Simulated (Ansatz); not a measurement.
What does this script print? It uses Ansatz 0.2.0, Python API.

The script, `run_energy.py`:
```python
"""Electronic structure of the C2H7FGeOSi molecule."""

from pathlib import Path
import json

import ansatz

molecule = (
    ansatz.Crystal.molecule()
    .atom("C", (2.8371, 0.6558, -0.0918))
    .atom("C", (1.8417, -0.1675, -0.4186))
    .atom("F", (2.097, -1.2889, -1.1414))
    .atom("Ge", (0.0377, 0.2172, 0.125))
    .atom("O", (-1.048, -1.0771, -0.4714))
    .atom("Si", (-2.6201, -0.6366, 0.066))
    .atom("H", (2.6471, 1.5552, 0.4854))
    .atom("H", (3.8531, 0.4334, -0.4014))
    .atom("H", (-0.3854, 1.584, -0.4734))
    .atom("H", (-0.0156, 0.2846, 1.6735))
    .atom("H", (-2.6545, -0.5717, 1.5358))
    .atom("H", (-3.0061, 0.6637, -0.5051))
    .atom("H", (-3.584, -1.6521, -0.3827))
)

calculation = (
    molecule.calculation()
    .basis(gaussian="6-31G*")
    .functional("r2SCAN")
    .orbitals()
)
outcome = calculation.run(runs_dir="c2h7fgeosi_runs")
r = outcome.report

print(f"E = {r['free_energy_ev']:.6f} eV = {r['free_energy_ev'] / 27.211386246:.7f} Ha")
print("converged:", r["converged"], " doubts:", r["published_state_doubts"] or "none")

field = r["mean_field"]
print("<S^2> =", round(abs(field["state"]["spin_squared"]), 4), " all-electron relativity setting:", field["relativity"])
print("passes:", field["passes"])
if "symmetry" in field:
    print("occupied orbitals by irrep:", field["symmetry"]["occupied"])

lines = Path(r["orbitals_path"]).read_text().splitlines()
field_of = lambda key: [line.split("=")[1].strip() for line in lines if line.startswith(key)]
orbitals = [(27.211386 * float(e), s, float(n)) for e, s, n in zip(field_of("Ene="), field_of("Spin="), field_of("Occup="))]
homo = max(e for e, _, n in orbitals if n > 0.5)
lumo = min(e for e, _, n in orbitals if n < 0.5)
print(f"HOMO {homo:.3f} eV, LUMO {lumo:.3f} eV, gap {lumo - homo:.3f} eV")
with open("c2h7fgeosi.json", "w") as handle:
    json.dump({k: r[k] for k in ("free_energy_ev", "reference_energy_ev", "n_occupied", "n_virtual")}, handle, indent=1)
```

```console
$ python run_energy.py
E = -71334.770145 eV = -2621.5044504 Ha
converged: True  doubts: none
<S^2> = 0.0  all-electron relativity setting: none
passes: {'evaluations': 17, 'products': 13}
occupied orbitals by irrep: [{'A': 41}, {'A': 41}]
HOMO -6.525 eV, LUMO -0.876 eV, gap 5.649 eV
```

It writes `c2h7fgeosi.json`:
```json
{
 "free_energy_ev": -71334.77014507861,
 "reference_energy_ev": -71334.77014507861,
 "n_occupied": [
  41,
  41
 ],
 "n_virtual": [
  87,
  87
 ]
}
```

Total energies depend on the basis set; only differences at equal settings carry meaning. The geometry is a force-field or estimated start, not a minimum of this method, and the basis set is short of its limit. Levels such as HOMO and LUMO are orbital energies: with these approximate functionals they aren't the ionisation energy and electron affinity, and their gap isn't the fundamental gap. Finished in 13 s on 1 thread of Arm Neoverse V2 (shared host), peak memory 0.27 GiB.

(Lines on the test bed's own set-up are left out of the output.)
